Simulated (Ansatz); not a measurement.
# CH4F2Si (SMILES C[SiH](F)F) at CAM-B3LYP/cc-pVDZ

What is the electronic atomisation energy of CH4F2Si at CAM-B3LYP/cc-pVDZ? 

The calculation is run with Ansatz 0.2.0.

61 further runs of the same task are left out: 1 that didn't finish, 60 set aside as unsound or not needed.

## Step 1: The system as given

The species is CH4F2Si (8 atoms), meant as a singlet with charge 0. SMILES: `C[SiH](F)F`. The coordinates come from a PBE0-D4/def2-TZVP relaxation.

Bond lengths: C1–Si2 1.840 Å, Si2–F3 1.591 Å, Si2–F4 1.591 Å, C1–H5 1.092 Å, C1–H6 1.093 Å, C1–H7 1.093 Å, Si2–H8 1.477 Å. Some angles: C1–Si2–F3 109.8°, C1–Si2–F4 109.8°, F3–Si2–F4 106.8°, C1–Si2–H8 114.8°, F3–Si2–H8 107.6°, F4–Si2–H8 107.6°, Si2–C1–H5 110.7°, Si2–C1–H6 110.6°, Si2–C1–H7 110.6°, H5–C1–H6 108.3°.

## Step 2: A single-point energy at CAM-B3LYP/cc-pVDZ

in.yaml reads:

```yaml
crystal:
  periodic: [false, false, false]
  atoms:
    - {symbol: C, position_ang: [-0.387100, 0.881700, -0.174700]}
    - {symbol: Si, position_ang: [0.329300, -0.775200, 0.180600]}
    - {symbol: F, position_ang: [1.916300, -0.678300, 0.226700]}
    - {symbol: F, position_ang: [-0.035400, -1.783900, -0.994000]}
    - {symbol: H, position_ang: [-0.013400, 1.269000, -1.125400]}
    - {symbol: H, position_ang: [-0.122700, 1.591000, 0.613300]}
    - {symbol: H, position_ang: [-1.476800, 0.824400, -0.231400]}
    - {symbol: H, position_ang: [-0.118100, -1.385700, 1.449000]}
basis:
  gaussian:
    orbitals: cc-pVDZ
hamiltonian:
  xc: {name: CAM-B3LYP}
accuracy: high
output: {orbitals: {seedname: orbitals}}
```

On the command line:

```
$ ansatz run in.yaml --threads 1 --pin off --max-ram 3480MiB --events-out events.jsonl --progress --plain --runs-dir runs
```

The log of the run:

```text
Warning: RAYON_NUM_THREADS=1 ignored (pool sized by the plan → 1); use --threads N
Functional definition: CAM-B3LYP
  name "CAM-B3LYP"
  parameter alpha = 0.19
  parameter beta = 0.46
  parameter omega = 0.33/bohr
  parameter ac = 0.81
  exchange = (1 - alpha - beta)*b88_x + beta*b88_x_sr(omega) + alpha*exact_x + beta*exact_x_lr(omega)
  correlation = (1 - ac)*vwn5_c + ac*lyp_c
1820 factors; integrals over basis functions are off by at most 3.9e-9 eV
373 factors; integrals over basis functions are off by at most 2.0e-9 eV
mean field evaluation 1: about -14410.5550 eV, gradient 5.0e1 eV
mean field evaluation 2: about -14410.5129 eV, gradient 5.3e1 eV
mean field evaluation 4: about -14415.1166 eV, gradient 1.2e0 eV
mean field evaluation 8: about -14415.2398 eV, gradient 2.4e-2 eV
mean field evaluation 16: about -14415.2398 eV, gradient 1.2e-5 eV
mean field -14415.23982229 eV, -529.7502924688 hartree, gradient 1.6e-8 eV, S^2 0.000000; 0 other end points of the search recorded, 0 dependent functions left out
reference -14415.23984014 eV, -529.7502931248 hartree; 21, 21 occupied and 59, 59 virtual orbitals, 1820 factors
Total energy: -14415.23984014 eV, -529.7502931248 hartree
```

Wall time 9.3 s (1 thread of Arm Neoverse V1, shared host); peak memory 0.28 GiB.

## Step 3: The C atom

molecule.yaml reads:

```yaml
crystal:
  periodic: [false, false, false]
  atoms:
    - {symbol: C, position_ang: [0.000000, 0.000000, 0.000000]}
basis:
  gaussian:
    orbitals: cc-pVDZ
accuracy: high
magnetization:
  spin_polarized: true
  initial_magnetization: 2
hamiltonian:
  xc: {name: CAM-B3LYP}
```

On the command line:

```
$ ansatz run molecule.yaml --threads 1 --pin off --max-ram 3480MiB --events-out events.jsonl --progress --plain --runs-dir runs
```

The log of the run:

```text
Warning: RAYON_NUM_THREADS=1 ignored (pool sized by the plan → 1); use --threads N
Functional definition: CAM-B3LYP
  name "CAM-B3LYP"
  parameter alpha = 0.19
  parameter beta = 0.46
  parameter omega = 0.33/bohr
  parameter ac = 0.81
  exchange = (1 - alpha - beta)*b88_x + beta*b88_x_sr(omega) + alpha*exact_x + beta*exact_x_lr(omega)
  correlation = (1 - ac)*vwn5_c + ac*lyp_c
96 factors; integrals over basis functions are off by at most 1.3e-9 eV
60 factors; integrals over basis functions are off by at most 6.0e-10 eV
mean field evaluation 1: about -1029.3238 eV, gradient 3.1e0 eV
mean field evaluation 2: about -1029.3860 eV, gradient 6.0e-1 eV
mean field evaluation 4: about -1029.3893 eV, gradient 1.5e-1 eV
mean field evaluation 8: about -1029.3894 eV, gradient 4.7e-5 eV
mean field -1029.38944136 eV, -37.8293642247 hartree, gradient 9.3e-8 eV, S^2 2.002372; 0 other end points of the search recorded, 0 dependent functions left out
reference -1029.38945139 eV, -37.8293645934 hartree; 4, 2 occupied and 10, 12 virtual orbitals, 96 factors
Total energy: -1029.38945139 eV, -37.8293645934 hartree
```

Run time: 0.41 s. Hardware: 1 thread of Arm Neoverse V1, shared host.

## Step 4: The F atom

in.yaml reads:

```yaml
basis:
  gaussian:
    orbitals: cc-pVDZ
crystal:
  periodic: [false, false, false]
  atoms:
    - symbol: F
      position_ang: [0.000000, 0.000000, 0.000000]
magnetization:
  spin_polarized: true
  initial_magnetization: 1
hamiltonian:
  xc: {name: CAM-B3LYP}
accuracy: high
```

Run the same way, it converges to -99.70249 Eh (log not shown).

## Step 5: The H atom

molecule.yaml reads:

```yaml
crystal:
  periodic: [false, false, false]
  atoms:
    - symbol: H
      position_ang: [0.000000, 0.000000, 0.000000]
basis:
  gaussian: {orbitals: cc-pVDZ}
magnetization: {spin_polarized: true, initial_magnetization: 1}
hamiltonian: {xc: {name: CAM-B3LYP}}
accuracy: high
```

Run the same way, it converges to -0.49789 Eh (log not shown).

## Step 6: The Si atom at the same level

molecule.yaml reads:

```yaml
crystal:
  periodic: [false, false, false]
  atoms:
    - {symbol: Si, position_ang: [0.000000, 0.000000, 0.000000]}
basis:
  gaussian:
    orbitals: cc-pVDZ
accuracy: high
hamiltonian:
  xc: {name: CAM-B3LYP}
magnetization:
  spin_polarized: true
  initial_magnetization: 2
```

On the command line:

```
$ ansatz run molecule.yaml --threads 1 --pin off --max-ram 3480MiB --events-out events.jsonl --progress --plain --runs-dir runs
```

The log of the run:

```text
Warning: RAYON_NUM_THREADS=1 ignored (pool sized by the plan → 1); use --threads N
Functional definition: CAM-B3LYP
  name "CAM-B3LYP"
  parameter alpha = 0.19
  parameter beta = 0.46
  parameter omega = 0.33/bohr
  parameter ac = 0.81
  exchange = (1 - alpha - beta)*b88_x + beta*b88_x_sr(omega) + alpha*exact_x + beta*exact_x_lr(omega)
  correlation = (1 - ac)*vwn5_c + ac*lyp_c
144 factors; integrals over basis functions are off by at most 3.2e-9 eV
76 factors; integrals over basis functions are off by at most 5.6e-10 eV
mean field evaluation 1: about -7874.1972 eV, gradient 2.0e0 eV
mean field evaluation 2: about -7874.2444 eV, gradient 5.0e-1 eV
mean field evaluation 4: about -7874.2490 eV, gradient 8.6e-2 eV
mean field evaluation 8: about -7874.2491 eV, gradient 2.9e-4 eV
mean field evaluation 16: about -7874.2491 eV, gradient 4.5e-9 eV
mean field -7874.24906536 eV, -289.3733157944 hartree, gradient 4.5e-9 eV, S^2 2.003539; 0 other end points of the search recorded, 0 dependent functions left out
reference -7874.24907566 eV, -289.3733161727 hartree; 8, 6 occupied and 10, 12 virtual orbitals, 144 factors
Total energy: -7874.24907566 eV, -289.3733161727 hartree
```

Wall time 0.73 s (1 thread of Arm Neoverse V1, shared host).

## Step 7: Summary of results

At CAM-B3LYP/cc-pVDZ:

| quantity | value |
| --- | --- |
| molecule: total energy | -529.75029 Eh |
| molecule: HOMO energy | -10.64 eV |
| molecule: LUMO energy | 2.71 eV |
| molecule: HOMO–LUMO gap | 13.36 eV |
| C atom: total energy | -37.82936 Eh |
| C atom: ⟨S²⟩ | 2.002 |
| F atom: total energy | -99.70249 Eh |
| F atom: ⟨S²⟩ | 0.751 |
| H atom: total energy | -0.49789 Eh |
| H atom: ⟨S²⟩ | 0.750 |
| Si atom: total energy | -289.37332 Eh |
| Si atom: ⟨S²⟩ | 2.004 |
| electronic atomisation energy | 31.322 eV |

What this shows: Taking the molecule apart into free atoms costs 31.32 eV (722 kcal/mol), before zero-point energy and without spin-orbit coupling.
